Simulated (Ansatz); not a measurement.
# C₂H₃BF₂O₂: small, medium and large basis sets

How large a basis does C₂H₃BF₂O₂ need? Two functionals are run in growing sets.

The runs use Ansatz 0.2.0, Gaussian basis; one geometry, several basis sets.

The runs, in order: PBE0-D4/def2-SVP; ωB97M-V/def2-SVP; PBE0-D4/def2-QZVPP; ωB97M-V/def2-QZVPP; the functionals' def2-TZVPP values are taken from earlier runs.

## (1) Structure used throughout

The geometry comes from an earlier relaxation with PBE0-D4 in a triple-zeta def2 set; it is a stationary point, not always the lowest conformer.

SMILES `CC(=O)OB(F)F`, 10 atoms, charge 0, spin multiplicity 1.

Atoms are counted from 1 here; the program's logs count them from 0.

Bond lengths: C1–C2 1.491 Å, C1–H8 1.092 Å, C1–H9 1.092 Å, C1–H10 1.087 Å, C2–O3 1.190 Å, C2–O4 1.375 Å, O4–B5 1.365 Å, B5–F6 1.313 Å, B5–F7 1.315 Å. Angles: C2–C1–H8 109.6°, C2–C1–H9 109.6°, C2–C1–H10 109.8°, H8–C1–H9 107.1°, H8–C1–H10 110.4°, H9–C1–H10 110.2°, C1–C2–O3 126.8°, C1–C2–O4 110.9°, O3–C2–O4 122.2°, C2–O4–B5 124.2°, O4–B5–F6 123.3°, O4–B5–F7 117.6°, F6–B5–F7 119.0°.

## (2) PBE0-D4 in def2-SVP

File in.yaml:

```yaml
crystal:
  periodic: [false, false, false]
  atoms:
    - {symbol: C, position_ang: [0.384311, 0.043362, 1.608295]}
    - {symbol: C, position_ang: [0.594065, 0.056114, 0.132162]}
    - {symbol: O, position_ang: [1.570260, 0.414142, -0.446799]}
    - {symbol: O, position_ang: [-0.499635, -0.458169, -0.522978]}
    - {symbol: B, position_ang: [-0.831171, -0.161038, -1.813440]}
    - {symbol: F, position_ang: [-0.453871, 0.940799, -2.419061]}
    - {symbol: F, position_ang: [-1.633274, -0.991878, -2.442731]}
    - {symbol: H, position_ang: [0.145332, -0.970509, 1.934886]}
    - {symbol: H, position_ang: [-0.471079, 0.673054, 1.862189]}
    - {symbol: H, position_ang: [1.278262, 0.403023, 2.110476]}
basis:
  gaussian: {orbitals: def2-SVP}
hamiltonian: {xc: pbe0, dispersion: d4}
output: {orbitals: {seedname: orbitals}}
```

On the command line:

```bash
ansatz run in.yaml --threads 4 --pin off --events-out ev --progress --plain --max-ram 10444MiB
```

The runs that follow: ωB97M-V in def2-SVP; PBE0-D4 in def2-QZVPP; ωB97M-V in def2-QZVPP.

Q: Predict the results of all the runs planned. Wanted: PBE0-D4: double and triple zeta above quadruple; ωB97M-V: double and triple zeta above quadruple.

The runs gave:

```
                                       quantity           value
PBE0-D4: double and triple zeta above quadruple  15.16, 0.65 eV
ωB97M-V: double and triple zeta above quadruple  15.45, 0.61 eV
```

In words: For PBE0-D4 the step from double to triple zeta gains 14.50 eV and the next only 0.65 eV. These are total energies; as a rule much of such shifts cancels in differences, which this series doesn't test.
